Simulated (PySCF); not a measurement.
# C3H8ClGa: the cost of one run

The runs use PySCF 2.14.0, with density-fitted response routines of our own; the level of theory stands in each step. All values are computed, except where a source is named. Atoms count from 0, in the outputs and in this text.

## (1) Starting geometry

13 atoms, charge 0, multiplicity 1; geometry from: PBE0-D3(BJ)/def2-SVP.

Bonds of the start (Å): C0–C1 1.52, C1–C2 1.53, C1–Ga3 1.98, Ga3–Cl4 2.17, C0–H5 1.10, C0–H6 1.10, C0–H7 1.10, C1–H8 1.10, C2–H9 1.10, C2–H10 1.10, C2–H11 1.10, Ga3–H12 1.56.

## (2) X-ray photoelectron lines: SCAN, X2C

Job settings and geometry (Å):

```
{"job": {"kind": "xps"}, "charge": 0, "multiplicity": 1}
C      0.445175    -1.136327    -0.800848
C     -0.117427     0.232559    -0.434282
C     -1.432323     0.120385     0.341628
Ga     1.164995     1.295187     0.627709
Cl     2.422755     0.096310     1.929953
H      0.715597    -1.712533     0.098183
H     -0.296904    -1.727866    -1.365236
H      1.351153    -1.064300    -1.422729
H     -0.305688     0.811728    -1.355914
H     -2.185969    -0.432064    -0.246622
H     -1.299716    -0.430520     1.287671
H     -1.869384     1.102578     0.585366
H      1.412040     2.835315     0.752865
```

With the program's defaults for keys left out, this is: delta-SCF UKS SCAN, pcX-2 on the ionised atom, pcseg-1 elsewhere, spin-free X2C.

Command:

```console
$ OMP_NUM_THREADS=1 python probes_run.py task.json out
```

This one command runs all jobs of the session in turn.

Q: Estimate the wall time and peak memory of this first job on 1 thread of Arm Neoverse V2, shared host.

About 25 s, with a peak of 0.56 GiB.
